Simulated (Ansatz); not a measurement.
**CH4GeO2: a ladder of functionals and wavefunction methods**

The task here is to estimate one member of a computed series from the others.

Program: Ansatz 0.2.0, Gaussian basis. Level of theory: functionals in def2-TZVPP, the program's frozen cores in correlated methods. These are calculated values, not measurements.

Plan: PBE-D4, r2SCAN-D4, PBE0-D4, B3LYP-D4, ωB97X-V, ωB97M-V, B2PLYP; CCSD(T)/def2-TZVPP; CCSD(T)/def2-QZVPP; extrapolation to the limit.

**The geometry**

All runs share one geometry, relaxed beforehand with PBE0-D4 in a triple-zeta def2 set.

8 atoms, charge 0, spin multiplicity 1.

Atoms are counted from 1 here; the program's logs count them from 0.

Bond lengths: C1–O2 1.412 Å, C1–H5 1.094 Å, C1–H6 1.092 Å, C1–H7 1.094 Å, O2–Ge3 1.769 Å, Ge3–O4 1.800 Å, O4–H8 0.961 Å. Angles: O2–C1–H5 109.1°, O2–C1–H6 112.3°, O2–C1–H7 109.1°, H5–C1–H6 109.0°, H5–C1–H7 108.2°, H6–C1–H7 109.0°, C1–O2–Ge3 128.1°, O2–Ge3–O4 97.8°, Ge3–O4–H8 112.9°.

The first run:

File in.yaml:

```yaml
crystal:
  periodic: [false, false, false]
  atoms:
    - {symbol: C, position_ang: [-0.597954, 0.728000, 0.716027]}
    - {symbol: O, position_ang: [-0.538935, -0.679651, 0.802653]}
    - {symbol: Ge, position_ang: [0.340646, -1.801368, -0.245044]}
    - {symbol: O, position_ang: [1.062142, -0.582358, -1.355082]}
    - {symbol: H, position_ang: [-0.208187, 1.160778, 1.642131]}
    - {symbol: H, position_ang: [-0.022535, 1.115970, -0.127482]}
    - {symbol: H, position_ang: [-1.642085, 1.035836, 0.607452]}
    - {symbol: H, position_ang: [1.606898, -0.977206, -2.040654]}
basis:
  gaussian: {orbitals: def2-TZVPP}
hamiltonian: {xc: pbe, dispersion: d4}
output: {forces: true, orbitals: {seedname: orbitals}}
```

Launch:

```sh
ansatz run in.yaml --threads 2 --pin off --events-out ev --progress --plain --max-ram 32768MiB --backend cpu
```

Among the steps run: PBE-D4 (GGA); r2SCAN-D4 (meta-GGA); PBE0-D4 (hybrid); B3LYP-D4 (hybrid); ωB97X-V (range-separated); ωB97M-V (range-separated); B2PLYP (double hybrid); CCSD(T) in def2-TZVPP; CCSD(T) in def2-QZVPP.

One table of the session follows, with a row left open; its other results are not shown here.

| method | atomisation energy (kcal/mol) |
| --- | --- |
| PBE-D4 | 725.0 |
| r2SCAN-D4 | 709.0 |
| PBE0-D4 | 702.0 |
| B3LYP-D4 | 706.5 |
| ωB97X-V | 709.0 |
| ωB97M-V | 708.1 |
| B2PLYP | ? |
| HF/def2-TZVPP | 482.2 |
| MP2/def2-TZVPP | 706.3 |
| CCSD/def2-TZVPP | 676.3 |
| CCSD(T)/def2-TZVPP | 689.7 |
| MP2/CBS | 727.8 |
| CCSD(T)/CBS | 711.3 |

Q: Estimate the row for B2PLYP from the others.

The run gave: atomisation energy (kcal/mol): 700.9. In the column «atomisation energy (kcal/mol)» it lies between CCSD(T)/def2-TZVPP (689.7) and PBE0-D4 (702.0).
